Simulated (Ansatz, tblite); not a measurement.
# WO2F2: one state, many levels

How do method and basis change the picture of WO2F2 (singlet)?

Program: Ansatz 0.2.0, Gaussian basis. Level of theory: as each input shows. These are calculated values, not measurements.

The runs, in order: GFN1-xTB, GFN2-xTB, PBE-D4/def2-TZVP, r2SCAN-D4/def2-TZVP, LC-ωPBE/def2-TZVP, ωB97M-V/def2-TZVP, B3LYP-D4/def2-TZVP, LDA/def2-TZVP, B97M-V/def2-TZVP, r2SCANh-D4/def2-TZVP, HSE06-D4/def2-TZVP, PBE-D4/def2-SVP, PBE0-D4/def2-SVP, PBE0-D4/def2-TZVPD, PBE-D4/def2-TZVPD, r2SCAN-D4/def2-TZVPD, CCSD(T)/def2-TZVPP, MP2/def2-TZVP, RPA/def2-TZVP.

### Step 1. The structure

The geometry is that of the singlet, from an earlier relaxation (PBE-D4/def2-SVP).

5 atoms, charge 0, spin multiplicity 1.

Bond lengths: W1–O2 1.715 Å, W1–O3 1.715 Å, W1–F4 1.872 Å, W1–F5 1.872 Å. Angles: O2–W1–O3 105.6°, O2–W1–F4 108.6°, O2–W1–F5 108.6°, O3–W1–F4 108.6°, O3–W1–F5 108.6°, F4–W1–F5 116.4°.

Geometry (Å):

```mol
F2O2W
  3D, bonds by distance, orders not assigned

  5  4  0  0  0  0  0  0  0  0999 V2000
   -0.0166    0.0001   -0.0116 W   0  0
    0.0515   -0.0160    1.7018 O   0  0
    1.6155    0.0095   -0.5376 O   0  0
   -0.8295    1.5948   -0.5612 F   0  0
   -0.8209   -1.5883   -0.5914 F   0  0
  1  2  8  0
  1  3  8  0
  1  4  8  0
  1  5  8  0
M  END
```

Formally the metal is d0. W takes a core potential in the def2 sets. No spin-orbit coupling is included.

PBE0-D4/def2-TZVP was run before; its log isn't repeated, and its numbers join the tables.

### Step 2. GFN1-xTB

Tight binding, by tblite at 300 K electronic temperature and without a spin-polarisation term:

```python
tblite.interface.Calculator('GFN1-xTB', numbers, positions, charge=0, uhf=0).singlepoint()
```

Energy -604.3709 eV, HOMO -13.07 eV, LUMO -7.35 eV; 0.003 s.

### Step 3. GFN2-xTB

Tight binding, by tblite at 300 K electronic temperature and without a spin-polarisation term:

```python
tblite.interface.Calculator('GFN2-xTB', numbers, positions, charge=0, uhf=0).singlepoint()
```

Energy -548.9553 eV, HOMO -12.63 eV, LUMO -8.68 eV; 0.003 s.

### Step 4. PBE-D4/def2-TZVP

start.molden holds the orbitals of an earlier run on this state, given as this run's starting guess.

in.yaml reads:

```yaml
crystal:
  periodic: [false, false, false]
  atoms:
    - {symbol: W, position_ang: [-0.016628, 0.000072, -0.011606]}
    - {symbol: O, position_ang: [0.051518, -0.016046, 1.701813]}
    - {symbol: O, position_ang: [1.615539, 0.009480, -0.537610]}
    - {symbol: F, position_ang: [-0.829533, 1.594769, -0.561177]}
    - {symbol: F, position_ang: [-0.820906, -1.588275, -0.591421]}
basis:
  gaussian: {orbitals: def2-TZVP, initial_orbitals: start.molden}
hamiltonian: {xc: pbe, dispersion: d4}
scf: {omitted_lower_state_checks: [starts]}
output: {orbitals: {seedname: orbitals}}
```

On the command line:

```sh
ansatz run in.yaml --threads 4 --pin off --events-out ev --progress --plain --max-ram 3916MiB
```

Further steps of the session: r2SCAN-D4/def2-TZVP; LC-ωPBE/def2-TZVP; ωB97M-V/def2-TZVP; B3LYP-D4/def2-TZVP; LDA/def2-TZVP; B97M-V/def2-TZVP; r2SCANh-D4/def2-TZVP; HSE06-D4/def2-TZVP; PBE-D4/def2-SVP; PBE0-D4/def2-SVP; PBE0-D4/def2-TZVPD; PBE-D4/def2-TZVPD; r2SCAN-D4/def2-TZVPD; CCSD(T)/def2-TZVPP; MP2/def2-TZVP; RPA/def2-TZVP.

Q: Predict the results of all the runs planned. Wanted: gap in def2-TZVP, named functionals, smallest and largest; correlation energy, CCSD(T)/def2-TZVPP; correlation energy, MP2/def2-TZVP; binding an atom, CCSD(T)/def2-TZVPP; PBE0 total energy, smallest basis above largest.

**Answer**, as computed:

| quantity | value |
| --- | --- |
| gap in def2-TZVP, named functionals, smallest and largest | 4.55 eV (LDA), 12.04 eV (LC-ωPBE) |
| correlation energy, CCSD(T)/def2-TZVPP | -40.67 eV |
| correlation energy, MP2/def2-TZVP | -39.12 eV |
| binding an atom, CCSD(T)/def2-TZVPP | 5.211 eV |
| PBE0 total energy, smallest basis above largest | 12.37 eV (def2-SVP, def2-TZVPD) |

Over the named functionals in def2-TZVP the gap runs from 4.55 eV (LDA) to 12.04 eV (LC-ωPBE); exact exchange widens it. The functionals in def2-TZVP miss CCSD(T)/def2-TZVPP by -0.056 (ωB97M-V) to +1.239 eV (LDA) an atom. CCSD(T)/def2-TZVPP isn't at the basis-set limit; small misses against it rank nothing.
